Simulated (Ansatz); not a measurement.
# CH5InO3: the cost of one run

Computed with Ansatz 0.2.0, Gaussian basis. Level: RKS PBE0-D4/def2-TZVP.

The runs, in order: relaxation at PBE0-D4/def2-TZVP; harmonic vibrations at the same level; a single point in def2-TZVPP for the fields.

## (1) The system as given

SMILES `C[O][In]([OH])[OH]`, 10 atoms, charge 0, spin multiplicity 1.

Atoms are counted from 1 here; the program's logs count them from 0.

Bond lengths: C1–O2 1.402 Å, C1–H6 1.095 Å, C1–H7 1.097 Å, C1–H8 1.097 Å, O2–In3 2.001 Å, In3–O4 1.936 Å, In3–O5 1.954 Å, O4–H9 0.959 Å, O5–H10 0.955 Å. Angles: O2–C1–H6 105.6°, O2–C1–H7 112.6°, O2–C1–H8 112.6°, H6–C1–H7 108.3°, H6–C1–H8 108.3°, H7–C1–H8 109.2°, C1–O2–In3 122.0°, O2–In3–O4 124.7°, O2–In3–O5 120.5°, O4–In3–O5 114.8°, In3–O4–H9 106.8°, In3–O5–H10 114.1°.

As a file:

```
C     0.5515   -1.7398   -0.5202
O     0.5794   -0.9574    0.6429
In   -0.1689    0.8975    0.6905
O    -0.1961    2.0364    2.2556
O    -0.9341    1.6995   -0.9185
H     1.0405   -2.6821   -0.2526
H     1.1093   -1.2855   -1.3484
H    -0.4697   -1.9644   -0.8526
H    -0.5980    2.8652    1.9888
H    -0.9139    1.1307   -1.6856
```

The start is a GFN2-xTB geometry. In takes the def2 core potential; no spin-orbit term is included.

## (2) Relaxation at PBE0-D4/def2-TZVP

File in.yaml:

```yaml
crystal:
  periodic: [false, false, false]
  atoms:
    - {symbol: C, position_ang: [0.551480, -1.739850, -0.520150]}
    - {symbol: O, position_ang: [0.579430, -0.957410, 0.642940]}
    - {symbol: In, position_ang: [-0.168920, 0.897550, 0.690460]}
    - {symbol: O, position_ang: [-0.196090, 2.036420, 2.255640]}
    - {symbol: O, position_ang: [-0.934070, 1.699480, -0.918470]}
    - {symbol: H, position_ang: [1.040540, -2.682090, -0.252620]}
    - {symbol: H, position_ang: [1.109310, -1.285510, -1.348430]}
    - {symbol: H, position_ang: [-0.469720, -1.964430, -0.852590]}
    - {symbol: H, position_ang: [-0.598040, 2.865170, 1.988840]}
    - {symbol: H, position_ang: [-0.913910, 1.130670, -1.685620]}
basis:
  gaussian: {orbitals: def2-TZVP}
hamiltonian: {xc: pbe0, dispersion: d4}
relax: {f_tol: 0.005, max_steps: 150}
```

Launch:

```sh
$ ansatz run in.yaml --threads 4 --pin off --events-out ev --progress --plain --max-ram 10444MiB
```

Q: Estimate wall time and peak memory on 4 threads of Intel Xeon 6975P-C, shared host.

About 14 s, with a peak of 0.54 GiB.
